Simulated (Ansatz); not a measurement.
# MnS: the cost of one run

Method: DFT PBE, PAW, plane waves, scalar-relativistic, in Ansatz 0.2.0.

### Step 1. Starting point

It takes space group Fm-3m (No. 225, cubic). Conventional cell: a = 5.240 Å, b = 5.240 Å, c = 5.240 Å, α = 90.00°, β = 90.00°, γ = 90.00°. Around Mn (site symmetry m-3m) lie 6 S at 2.62 Å. S (site symmetry m-3m) has 6 Mn at 2.62 Å as nearest neighbours.

As a file:

```
Mn S
1.0
    -2.62000   -2.62000   -5.24000
     2.62000   -2.62000    0.00000
    -2.62000   -2.62000    0.00000
Mn S
2 2
Direct
  0.00000 0.00000 0.00000
  0.50000 0.50000 0.00000
  0.00000 0.50000 0.50000
  0.50000 0.00000 0.50000
```

Atoms are counted from 1 in the order of input.yaml (S4 and so on).

First come: parallel moments, plain SCF; opposed moments +-, plain SCF; no spin polarisation; spin on, no moments given (the program may seed its own), plain SCF. Further starts follow from what these give.

A plain SCF has the search for lower states switched off and ends at the first converged state. Ends within 0.2 meV/atom and 0.1 μB count as one state.

Moments by site are taken inside atomic spheres; the rest lies between them.

### Step 2. Parallel moments, plain SCF

input.yaml

```yaml
crystal:
  lattice:
    - [-2.62, -2.62, -5.24]
    - [2.62, -2.62, 0.0]
    - [-2.62, -2.62, 0.0]
  atoms:
    - { symbol: Mn, position: [0.0, 0.0, 0.0], spin: 4.5 }
    - { symbol: Mn, position: [0.5, 0.5, 0.0], spin: 4.5 }
    - { symbol: S, position: [0.0, 0.5, 0.5] }
    - { symbol: S, position: [0.5, 0.0, 0.5] }
magnetization:
  spin_polarized: true
hamiltonian:
  xc: pbe
  pseudopotentials: { kind: paw }
basis:
  ecutwfc: 420
kpoints:
  mp_grid: { grid: [4, 5, 6] }
scf:
  occupations: { method: gaussian, width: 0.05 }
  lower_state_search: "off"
output:
  forces: true
  stress: true
  write_density: true
  write_potential: true
  elf: true
  volumetric_format: npy
```

Launch:

```console
$ ansatz run input.yaml --threads 2 --pin off --max-ram 5120MiB --backend cpu --events-out ev --progress --plain --runs-dir out
```

Q: Estimate wall time and peak memory on 2 threads of Intel Xeon at 2.50GHz (Skylake/Cascade Lake), shared host.

About 50 s, with a peak of 0.46 GiB.
